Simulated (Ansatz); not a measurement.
Relaxation of a periodic cell of 63 atoms, Si₆₂As (host Si, host structure diamond, dopant As, one Si atom removed), cell charge +1, to a largest force component of 0.03 eV/Å in at most 60 steps.

Method: DFT LDA, scalar-relativistic, plane waves, PAW (Ansatz). Settings: PAW set soft_1, cutoff 420 eV, k mesh 1x1x1, fermi-dirac smearing 0.05 eV, no spin polarisation.

```xyz
63
Lattice="10.8600 0.0000 0.0000 0.0000 10.8600 0.0000 0.0000 0.0000 10.8600" Properties=species:S:1:pos:R:3
Si 5.430 0.000 0.000
Si 6.787 1.357 1.357
Si 8.145 2.715 0.000
Si 9.502 4.072 1.357
Si 8.145 0.000 2.715
Si 9.502 1.357 4.072
Si 0.000 0.000 0.000
Si 1.357 1.357 1.357
Si 2.715 2.715 0.000
Si 4.072 4.072 1.357
Si 5.430 5.430 0.000
Si 6.787 6.787 1.357
Si 8.145 8.145 0.000
Si 9.502 9.502 1.357
Si 2.715 0.000 2.715
Si 4.072 1.357 4.072
Si 5.430 2.715 2.715
Si 6.787 4.072 4.072
Si 8.145 5.430 2.715
Si 9.502 6.787 4.072
Si 5.430 0.000 5.430
Si 6.787 1.357 6.787
Si 8.145 2.715 5.430
Si 9.502 4.072 6.787
Si 8.145 0.000 8.145
Si 9.502 1.357 9.502
Si 0.000 5.430 0.000
Si 1.357 6.787 1.357
Si 2.715 8.145 0.000
Si 4.072 9.502 1.357
Si 0.000 2.715 2.715
Si 1.357 4.072 4.072
Si 2.715 5.430 2.715
Si 4.072 6.787 4.072
Si 5.430 8.145 2.715
Si 0.000 0.000 5.430
Si 1.357 1.357 6.787
Si 2.715 2.715 5.430
Si 4.072 4.072 6.787
Si 5.430 5.430 5.430
Si 6.787 6.787 6.787
As 6.787 9.502 4.072
Si 9.502 9.502 6.787
Si 2.715 0.000 8.145
Si 4.072 1.357 9.502
Si 5.430 2.715 8.145
Si 6.787 4.072 9.502
Si 8.145 5.430 8.145
Si 9.502 6.787 9.502
Si 0.000 8.145 2.715
Si 1.357 9.502 4.072
Si 0.000 5.430 5.430
Si 1.357 6.787 6.787
Si 2.715 8.145 5.430
Si 4.072 9.502 6.787
Si 0.000 2.715 8.145
Si 1.357 4.072 9.502
Si 2.715 5.430 8.145
Si 4.072 6.787 9.502
Si 5.430 8.145 8.145
Si 6.787 9.502 9.502
Si 0.000 8.145 8.145
Si 1.357 9.502 9.502
```

Where does it end, and by what steps?

The forces met the threshold. The force dipped under the threshold on the way, but the program's further checks kept it going. Limits of this set-up: coarse k mesh, PAW files made for another functional, no spin, though dangling bonds at a vacancy may carry it, a typed lattice constant that wasn't relaxed here, charged cell in a uniform background, uncorrected. After 6 steps the energy has fallen by 0.238 eV; As42 moved furthest, 0.26 Å.

```csv
step,energy less start (eV),largest force component (eV/Å),accepted
0,0.0000,0.585,yes
1,-0.2065,0.137,yes
2,-0.2278,0.065,yes
3,-0.2313,0.043,yes
4,-0.2340,0.053,yes
5,-0.2382,0.025,yes
6,-0.2382,0.025,yes
```

```xyz
63
Lattice="10.8600 0.0000 0.0000 0.0000 10.8600 0.0000 0.0000 0.0000 10.8600" Properties=species:S:1:pos:R:3
Si 5.418 0.012 -0.014
Si 6.762 1.358 1.357
Si 8.149 2.707 0.008
Si 9.515 4.082 1.371
Si 8.101 -0.004 2.719
Si 9.471 1.353 4.062
Si -0.008 -0.008 -0.002
Si 1.345 1.364 1.351
Si 2.709 2.721 -0.006
Si 4.066 4.085 1.351
Si 5.438 5.438 -0.002
Si 6.777 6.819 1.362
Si 8.139 8.151 -0.008
Si 9.471 9.513 1.362
Si 2.701 0.012 2.703
Si 4.072 1.358 4.047
Si 5.418 2.729 2.703
Si 6.781 4.073 4.066
Si 8.115 5.454 2.722
Si 9.571 6.719 4.028
Si 5.434 -0.004 5.386
Si 6.777 1.353 6.756
Si 8.139 2.723 5.424
Si 9.500 4.067 6.785
Si 8.115 -0.007 8.121
Si 9.515 1.344 9.493
Si -0.004 5.434 -0.001
Si 1.348 6.775 1.371
Si 2.723 8.141 0.008
Si 4.072 9.528 1.357
Si -0.008 2.717 2.723
Si 1.373 4.057 4.075
Si 2.713 5.438 2.723
Si 4.077 6.819 4.062
Si 5.434 8.189 2.719
Si -0.024 -0.007 5.400
Si 1.348 1.344 6.800
Si 2.723 2.707 5.434
Si 4.086 4.082 6.800
Si 5.437 5.454 5.400
Si 6.743 6.719 6.856
As 6.938 9.352 4.223
Si 9.571 9.547 6.856
Si 2.713 -0.008 8.137
Si 4.066 1.364 9.490
Si 5.438 2.717 8.137
Si 6.790 4.057 9.518
Si 8.156 5.423 8.152
Si 9.500 6.790 9.508
Si -0.024 8.175 2.722
Si 1.357 9.509 4.066
Si 0.007 5.423 5.441
Si 1.363 6.790 6.785
Si 2.707 8.151 5.424
Si 4.077 9.513 6.756
Si -0.004 2.716 8.141
Si 1.356 4.074 9.501
Si 2.714 5.434 8.141
Si 4.086 6.775 9.493
Si 5.437 8.175 8.121
Si 6.781 9.509 9.502
Si 0.007 8.134 8.152
Si 1.373 9.500 9.518
```

Whether the end is a true minimum wasn't checked by a vibrational analysis.

The run took 38 s on 4 threads of Arm Neoverse V1 (shared host), peak memory 1 GiB.
